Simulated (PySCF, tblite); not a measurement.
**C5H14GeSi: geometry, infrared bands and NMR shifts**

Wanted: the infrared bands and NMR shifts of C5H14GeSi (`C=C(C)[Si](C)(C)[GeH3]`), by calculation.

Programs: tblite 0.8.0 and PySCF 2.14.0, with density-fitted response routines of our own. Each step states its level of theory. These are calculated values for one molecule in the gas phase, unless marked as measured. Atoms are numbered from 0 throughout.

## (1) Starting geometry

21 atoms, charge 0, multiplicity 1; geometry from: force field or distance geometry start.

Bonds of the start (Å): C0–C1 1.34, C1–C2 1.49, C1–Si3 1.86, Si3–C4 1.86, Si3–C5 1.88, Si3–Ge6 2.31, C0–H7 1.09, C0–H8 1.09, C2–H9 1.12, C2–H10 1.11, C2–H11 1.12, C4–H12 1.11, C4–H13 1.12, C4–H14 1.10, C5–H15 1.12, C5–H16 1.10, C5–H17 1.11, Ge6–H18 1.54, Ge6–H19 1.56, Ge6–H20 1.54.

## (2) Optimising the geometry with GFN2-xTB

Job settings and geometry (Å):

```
{"job": {"kind": "relax", "xc": "GFN2-xTB", "basis": "xTB"}, "charge": 0, "multiplicity": 1}
C     -1.573500     1.077600     1.261400
C     -1.255200     0.378000     0.165300
C     -2.277800     0.098400    -0.875600
Si     0.492700    -0.245900    -0.011100
C      0.755600    -1.195400    -1.588900
C      0.884400    -1.383000     1.428100
Ge     1.947100     1.547800     0.033300
H     -0.845700     1.297200     2.041800
H     -2.586800     1.455800     1.392500
H     -3.137500    -0.464500    -0.430400
H     -1.878400    -0.494400    -1.719500
H     -2.670100     1.059500    -1.285300
H      0.079300    -2.074200    -1.614400
H      0.546400    -0.531200    -2.462100
H      1.807600    -1.526200    -1.648100
H      0.781500    -0.822600     2.395500
H      0.190800    -2.239700     1.429900
H      1.929700    -1.756800     1.332700
H      1.626500     2.487900    -1.147000
H      1.775200     2.314700     1.377600
H      3.399300     1.033900    -0.076000
```

Launch:

```
OMP_NUM_THREADS=1 python probes_run.py task.json out
```

One launch serves the whole session: the jobs run in the order shown.

**Question.** This job is followed by: GFN2-xTB harmonic vibrations, gas phase; GIAO PBE0/pcSseg-1 NMR shielding, non-relativistic, gas phase. What will the session give for the following? strongest single infrared mode (GFN2-xTB); zero-point energy (GFN2-xTB); 13C shifts against TMS (PBE0/pcSseg-1, means over atoms taken as alike); 1H shifts against TMS (PBE0/pcSseg-1, means over atoms taken as alike); 29Si shifts against TMS (PBE0/pcSseg-1); 73Ge shifts against GeMe4 (PBE0/pcSseg-1).

The runs gave:

| quantity | value |
| --- | --- |
| strongest single infrared mode (GFN2-xTB) | 797 cm⁻¹, 821 km/mol |
| zero-point energy (GFN2-xTB) | 103.4 kcal/mol |
| 13C shifts against TMS (PBE0/pcSseg-1, means over atoms taken as alike) | 155.7, 135.1, 25.1, -0.4 ppm |
| 1H shifts against TMS (PBE0/pcSseg-1, means over atoms taken as alike) | 5.95, 5.62, 2.98, 2.01, 0.33 ppm |
| 29Si shifts against TMS (PBE0/pcSseg-1) | -6.3 ppm |
| 73Ge shifts against GeMe4 (PBE0/pcSseg-1) | -386 ppm |

What this shows: Over 165 steps the energy fell by 0.478 eV; of the close pairs, Ge6–H19 changed most, 1.557 to 1.502 Å. No mode is imaginary among the 57: a minimum at this level. Unscaled tight-binding wavenumbers are off by several per cent, some by more. Its intensities can rank the bands wrongly. The most deshielded carbon is C1 (fully substituted alkene carbon), at 155.7 ppm: as expected for a trigonal carbon in a double bond. At PBE0/pcSseg-1: Shielding is most anisotropic at C1 (span 258 ppm, paramagnetic term -235 ppm). Spin-orbit coupling is left out, which matters for shieldings and couplings at and beside the heavy atoms.
